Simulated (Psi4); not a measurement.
# BSiH3ClO (SMILES [SiH3]O[B]Cl): UB3LYP/cc-pVDZ

What is the energy change on altering one bond length of BSiH3ClO at UB3LYP/cc-pVDZ? 

The calculation is run with Psi4 1.11.

1 further run of the same task is left out (set aside as unsound or not needed).

### 1 Starting point

The species is BSiH3ClO (7 atoms), meant as a doublet with charge 0. SMILES: `[SiH3]O[B]Cl`. The shape is that of a PBE0-D4/def2-TZVP optimisation. This is one conformer, not always the lowest.

Bond lengths: Si1–O2 1.667 Å, O2–B3 1.324 Å, B3–Cl4 1.747 Å, Si1–H5 1.480 Å, Si1–H6 1.482 Å, Si1–H7 1.480 Å. Angles: Si1–O2–B3 133.9°, O2–B3–Cl4 123.5°, O2–Si1–H5 107.1°, O2–Si1–H6 109.9°, O2–Si1–H7 107.2°, H5–Si1–H6 110.9°, H5–Si1–H7 110.6°, H6–Si1–H7 110.9°.

### 2 Energy and gradient at UB3LYP/cc-pVDZ

File input.in:

```
memory 2200 mb

molecule {
  0 2
  Si
  O 1 1.667081
  B 2 1.324393 1 133.86115
  Cl 3 1.747065 2 123.47715 1 -179.8049
  H 1 1.479746 2 107.12332 3 -121.62942
  H 1 1.481626 5 110.93089 2 -119.91879
  H 1 1.479782 5 110.62371 6 -123.52434
  symmetry c1
}

set globals {
  basis                cc-pVDZ
  reference            uks
  puream               true
  e_convergence        1e-09
  d_convergence        1e-08
  scf_type             pk
  dft_radial_points    99
  dft_spherical_points 590
  maxiter              100
}

e_tot, wfn = gradient('b3lyp', return_wfn=True)
oeprop(wfn, 'DIPOLE', 'MULLIKEN_CHARGES', 'WIBERG_LOWDIN_INDICES', title='B3LYP')
print_variables()
```

Started as:

```sh
$ psi4 input.in input.out -n 1
```

input.out, cut to the lines that bear on the results:

```text
[...]
  Running in c1 symmetry.
[...]
  Nuclear repulsion =  174.532044236239756
[...]
  Multiplicity = 2
[...]
  Nalpha       = 24
  Nbeta        = 23
[...]
    Number of basis functions: 79
[...]
   @UKS iter   1:  -851.48929624302411   -2.63294e-01   8.05197e-03 ADIIS/DIIS
[...]
   @UKS iter  12:  -851.65443808901796   -7.38964e-12   9.01547e-09 DIIS
[...]
   @S^2 Observed:                7.520848589E-01
[...]
    Orbital Energies [Eh]
    ---------------------
    Alpha Occupied:
       1A   -101.543329     2A    -66.190687     3A    -19.184141
       4A     -9.462972     5A     -7.223461     6A     -7.217400
       7A     -7.216320     8A     -6.847287     9A     -5.335071
      10A     -3.695986    11A     -3.692184    12A     -3.692142
      13A     -1.056699    14A     -0.841944    15A     -0.620180
      16A     -0.503438    17A     -0.458168    18A     -0.437638
      19A     -0.436012    20A     -0.361432    21A     -0.359987
      22A     -0.332497    23A     -0.330994    24A     -0.202969
    Alpha Virtual:
      25A     -0.021611    26A      0.003512    27A      0.055808
[...]
  @UKS Final Energy:  -851.65443808901796
   => Energetics <=
    Nuclear Repulsion Energy =            174.5320442362397557
    One-Electron Energy =               -1521.9443999064144464
    Two-Electron Energy =                 546.5697021387932182
    DFT Exchange-Correlation Energy =     -50.8117845576364786
    Empirical Dispersion Energy =           0.0000000000000000
    VV10 Nonlocal Energy =                  0.0000000000000000
    Total Energy =                       -851.6544380890179582
[...]
  -Total Gradient:
     Atom            X                  Y                   Z
    ------   -----------------  -----------------  -----------------
       1       -0.000067405538    -0.000088854885     0.023885854845
       2        0.000052289701    -0.006554497682    -0.019693872912
       3       -0.000044917516     0.009402314462     0.003629687888
       4        0.000031760114    -0.002281643749    -0.011766300756
       5       -0.002931710357    -0.001955367390     0.001171662756
       6       -0.000055464068     0.003353183574     0.001608338520
       7        0.003015989555    -0.001862647450     0.001154839137
[...]
 Multipole Moments:
 ------------------------------------------------------------------------------------
     Multipole            Electronic (a.u.)      Nuclear  (a.u.)        Total (a.u.)
 ------------------------------------------------------------------------------------
 L = 1.  Multiply by 2.5417464519 to convert [e a0] to [Debye]
 Dipole X            :         -0.0065900            0.0066740            0.0000841
 Dipole Y            :         -1.7074704            1.8827956            0.1753252
 Dipole Z            :          8.9944514           -9.8182696           -0.8238182
 Magnitude           :                                                    0.8422680
[...]
  Mulliken Charges: (a.u.)
   Center  Symbol    Alpha    Beta     Spin     Total
       1    SI     6.75383  6.74820  0.00564  0.49797
       2     O     4.11281  4.07148  0.04133 -0.18428
       3     B     2.95947  2.08361  0.87586 -0.04309
       4    CL     8.57209  8.49692  0.07517 -0.06901
       5     H     0.53250  0.53344 -0.00094 -0.06593
       6     H     0.53675  0.53289  0.00387 -0.06964
       7     H     0.53255  0.53347 -0.00092 -0.06602
   Total alpha = 24.00000, Total beta = 23.00000, Total charge =  0.00000
  Wiberg Bond Indices using Orthogonal Lowdin Orbitals:
[...]
```

It took 48 s on 1 thread of AMD EPYC 7R43 (Zen 3), shared host; peak memory 1.1 GiB.

### 3 The distorted shape: the energy at UB3LYP/cc-pVDZ

File bclh3osi.json:

```json
{
 "schema_name": "qcschema_input",
 "schema_version": 1,
 "molecule": {
  "schema_name": "qcschema_molecule",
  "schema_version": 2,
  "symbols": ["Si", "O", "B", "Cl", "H", "H", "H"],
  "geometry": [-1.28055968, 2.36938397, 1.06118704, -0.11289791, -0.32120809, -0.08852233, 2.17612735, -1.06519326, -0.77449291, 3.03301043, -4.98282985, -2.30376512, -2.4678746, 1.76731723, 3.52028765, 0.77659618, 4.2424805, 1.37563747, -3.19541916, 3.28590114, -0.75899716],
  "molecular_charge": 0,
  "molecular_multiplicity": 2,
  "fix_symmetry": "c1"
 },
 "driver": "energy",
 "model": {
  "method": "b3lyp",
  "basis": "cc-pVDZ"
 },
 "keywords": {
  "reference": "uks",
  "puream": true,
  "e_convergence": 1e-09,
  "d_convergence": 1e-08,
  "scf_type": "pk",
  "dft_radial_points": 99,
  "dft_spherical_points": 590,
  "maxiter": 100,
  "scf_properties": ["LOWDIN_CHARGES", "QUADRUPOLE", "MULLIKEN_CHARGES"]
 }
}
```

Started as:

```sh
$ psi4 --qcschema bclh3osi.json -n 1 --memory 2200MB
```

stdout, cut to the lines that bear on the results:

```text
[...]
  Running in c1 symmetry.
[...]
  Nuclear repulsion =  161.107110713458866
[...]
  Multiplicity = 2
[...]
  Nalpha       = 24
  Nbeta        = 23
[...]
    Number of basis functions: 79
[...]
   @UKS iter   1:  -851.45711706388147   -5.29690e-01   7.89194e-03 ADIIS/DIIS
[...]
   @UKS iter  13:  -851.61577587000545   -7.84439e-12   9.24020e-09 DIIS
[...]
   @S^2 Observed:                7.568532088E-01
[...]
  @UKS Final Energy:  -851.61577587000545
   => Energetics <=
    Nuclear Repulsion Energy =            161.1071107134588658
    One-Electron Energy =               -1495.1252810907617459
    Two-Electron Energy =                 533.1233746547371766
    DFT Exchange-Correlation Energy =     -50.7209801474397821
    Empirical Dispersion Energy =           0.0000000000000000
    VV10 Nonlocal Energy =                  0.0000000000000000
    Total Energy =                       -851.6157758700054501
[...]
 Multipole Moments:
 ------------------------------------------------------------------------------------
     Multipole            Electronic (a.u.)      Nuclear  (a.u.)        Total (a.u.)
 ------------------------------------------------------------------------------------
 L = 1.  Multiply by 2.5417464519 to convert [e a0] to [Debye]
 Dipole X            :          4.6330326           -5.4895836           -0.8565510
 Dipole Y            :         -6.5616423            8.2267213            1.6650790
 Dipole Z            :         -3.1443723            3.8838579            0.7394855
 Magnitude           :                                                    2.0132080
 L = 2.  Multiply by 1.3450342976 to convert [e a0^2] to [Debye ang]
 Quadrupole XX       :       -218.3897846          188.7628210          -29.6269636
 Quadrupole XY       :        282.0699755         -281.9174550            0.1525204
[...]
  Mulliken Charges: (a.u.)
   Center  Symbol    Alpha    Beta     Spin     Total
       1    SI     6.75188  6.75194 -0.00006  0.49617
       2     O     4.09614  4.06855  0.02759 -0.16469
       3     B     2.79418  2.08849  0.70569  0.11732
       4    CL     8.77857  8.51150  0.26707 -0.29006
       5     H     0.52493  0.52577 -0.00085 -0.05070
       6     H     0.52936  0.52793  0.00143 -0.05729
       7     H     0.52495  0.52581 -0.00086 -0.05076
   Total alpha = 24.00000, Total beta = 23.00000, Total charge =  0.00000
  Lowdin Charges: (a.u.)
[...]
```

The result, in JSON:

```text
{
 "driver": "energy",
 "model": {
  "method": "b3lyp",
  "basis": "cc-pVDZ"
 },
 "success": true,
 "return_result": -851.6157758700055,
 "properties": {
  "calcinfo_nbasis": 79,
  "calcinfo_nmo": 79,
  "calcinfo_nalpha": 24,
  "calcinfo_nbeta": 23,
  "calcinfo_natom": 7,
  "nuclear_repulsion_energy": 161.10711071345887,
  "return_energy": -851.6157758700055,
  "scf_one_electron_energy": -1495.1252810907617,
  "scf_two_electron_energy": 533.1233746547372,
  "scf_xc_energy": -50.72098014743978,
  "scf_dipole_moment": [-0.8565510276973969, 1.665078991518234, 0.7394855173021715],
  "scf_total_energy": -851.6157758700055,
  "scf_iterations": 13
 }
}
```

Run time: 28 s. Hardware: 1 thread of AMD EPYC 7R43 (Zen 3), shared host; peak memory 1.1 GiB.

### 4 Summary of results

Level: UB3LYP/cc-pVDZ.

```
                                                          quantity          value
                                         first shape: total energy  -851.65444 Eh
                                        first shape: dipole moment         2.14 D
                   first shape: HOMO energy (highest over α and β)       -5.52 eV
                    first shape: LUMO energy (lowest over α and β)       -1.80 eV
                                                 first shape: ⟨S²⟩          0.752
                             first shape: largest force on an atom     1.228 eV/Å
                                     distorted shape: total energy  -851.61578 Eh
                                    distorted shape: dipole moment         5.12 D
               distorted shape: HOMO energy (highest over α and β)       -6.74 eV
                distorted shape: LUMO energy (lowest over α and β)       -3.43 eV
                                             distorted shape: ⟨S²⟩          0.757
energy change with the B3–Cl4 bond stretched from 1.747 to 2.271 Å       1.052 eV
```

**Reading.** With the B3–Cl4 bond stretched from 1.747 to 2.271 Å the energy rises by 1.05 eV (102 kJ/mol). The first shape isn't relaxed at this level, so the change isn't measured from a minimum. The largest force (first shape) is 1.23 eV/Å: the shape isn't a stationary point for this species at this level. Mulliken charges (first shape) run from -0.18 on O2 to +0.50 on Si1; they depend strongly on the basis. Mulliken charges (distorted shape) run from -0.29 on Cl4 to +0.50 on Si1; they depend strongly on the basis.
